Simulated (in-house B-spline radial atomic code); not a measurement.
**Hf⁴⁺: a fraction of an electron moved 4d → 5d**

Aim: the energy of Hf⁴⁺ as a fraction of an electron is moved 4d → 5d, to see how far it bends away from a straight line.

Program: in-house B-spline radial atomic code version 1. Level of theory: scalar-relativistic (spin-free one-electron X2C) LDA (Slater, VWN5), spin-polarised, spherical fractional occupations, Fermi nucleus, basis-set limit. These are calculated values, not measurements, unless marked.

## 1. Starting point

```
element       : hafnium (Z = 72)
charge        : +4
electrons     : 68
configuration : [Xe] 4f14
Hamiltonian   : scalar-relativistic (X2C)
nucleus       : Fermi, rms radius 5.347 fm
```

The outer shells:

[Xe] 4f14
```
[Xe] core
4f [↑↓][↑↓][↑↓][↑↓][↑↓][↑↓][↑↓]
```

Where spins are not typed, each open shell is filled with up spins first.

## 2. The start, at fraction 0

Input settings:

```ini
Z = 72
electrons = 68.0
configuration = [Xe] 4f14
hamiltonian = x2c
method = lda,vwn
spin_polarised = True
nucleus = fermi
rms_radius = 5.347
mass_number = 180
atomic_mass = 179.946559537
speed_of_light = 137.035999084
```

## 3. 0.125 electron moved 4d → 5d

Settings: those of step 2 with these lines changed.

```diff
@@ -2,3 +2,3 @@
 electrons = 68.0
-configuration = [Xe] 4f14
+configuration = [Kr] 4d9.875 4f14 5s2 5p6 5d0.125
 hamiltonian = x2c
```

## 4. 0.25 electron moved 4d → 5d

Settings: those of step 3 with these lines changed.

```diff
@@ -2,3 +2,3 @@
 electrons = 68.0
-configuration = [Kr] 4d9.875 4f14 5s2 5p6 5d0.125
+configuration = [Kr] 4d9.75 4f14 5s2 5p6 5d0.25
 hamiltonian = x2c
```

## 5. 0.375 electron moved 4d → 5d

Settings: those of step 4 with these lines changed.

```diff
@@ -2,3 +2,3 @@
 electrons = 68.0
-configuration = [Kr] 4d9.75 4f14 5s2 5p6 5d0.25
+configuration = [Kr] 4d9.625 4f14 5s2 5p6 5d0.375
 hamiltonian = x2c
```

## 6. 0.5 electron moved 4d → 5d

Settings: those of step 5 with these lines changed.

```diff
@@ -2,3 +2,3 @@
 electrons = 68.0
-configuration = [Kr] 4d9.625 4f14 5s2 5p6 5d0.375
+configuration = [Kr] 4d9.5 4f14 5s2 5p6 5d0.5
 hamiltonian = x2c
```

## 7. 0.625 electron moved 4d → 5d

Settings: those of step 6 with these lines changed.

```diff
@@ -2,3 +2,3 @@
 electrons = 68.0
-configuration = [Kr] 4d9.5 4f14 5s2 5p6 5d0.5
+configuration = [Kr] 4d9.375 4f14 5s2 5p6 5d0.625
 hamiltonian = x2c
```

## 8. 0.75 electron moved 4d → 5d

Settings: those of step 7 with these lines changed.

```diff
@@ -2,3 +2,3 @@
 electrons = 68.0
-configuration = [Kr] 4d9.375 4f14 5s2 5p6 5d0.625
+configuration = [Kr] 4d9.25 4f14 5s2 5p6 5d0.75
 hamiltonian = x2c
```

## 9. 0.875 electron moved 4d → 5d

Settings: those of step 8 with these lines changed.

```diff
@@ -2,3 +2,3 @@
 electrons = 68.0
-configuration = [Kr] 4d9.25 4f14 5s2 5p6 5d0.75
+configuration = [Kr] 4d9.125 4f14 5s2 5p6 5d0.875
 hamiltonian = x2c
```

## 10. 1 electron moved 4d → 5d

Settings: those of step 9 with these lines changed.

```diff
@@ -2,3 +2,3 @@
 electrons = 68.0
-configuration = [Kr] 4d9.125 4f14 5s2 5p6 5d0.875
+configuration = [Kr] 4d9 4f14 5s2 5p6 5d1
 hamiltonian = x2c
```

**Question.** How does the energy change with the fraction, and which way and how far does it bend from the straight line between the ends?

The runs gave:

| fraction | energy change (eV) | less the straight line (eV) | level 4d down (eV) | level 5d up (eV) | sum of <r²> (bohr²) |
| --- | --- | --- | --- | --- | --- |
| 0 | 0.0000 | 0.0000 | -247.27 | empty | 28.766 |
| 0.125 | 26.0910 | -0.4148 | -248.55 | -39.358 | 29.000 |
| 0.25 | 52.2977 | -0.7139 | -249.83 | -39.713 | 29.231 |
| 0.375 | 78.6218 | -0.8956 | -251.13 | -40.064 | 29.457 |
| 0.5 | 105.0647 | -0.9586 | -252.43 | -40.411 | 29.679 |
| 0.625 | 131.6275 | -0.9016 | -253.74 | -40.753 | 29.896 |
| 0.75 | 158.3113 | -0.7235 | -255.05 | -41.093 | 30.110 |
| 0.875 | 185.1174 | -0.4233 | -256.37 | -41.430 | 30.318 |
| 1 | 212.0465 | 0.0000 | -257.69 | -41.764 | 30.522 |

From fraction 0 to 1 the energy changes by 212.046 eV. It sags under the straight line by up to 0.96 eV (at 0.5). Slater's transition state, the slope from the orbital energies at fraction 0.5 (Janak's theorem), gives 212.021 eV for the whole step.
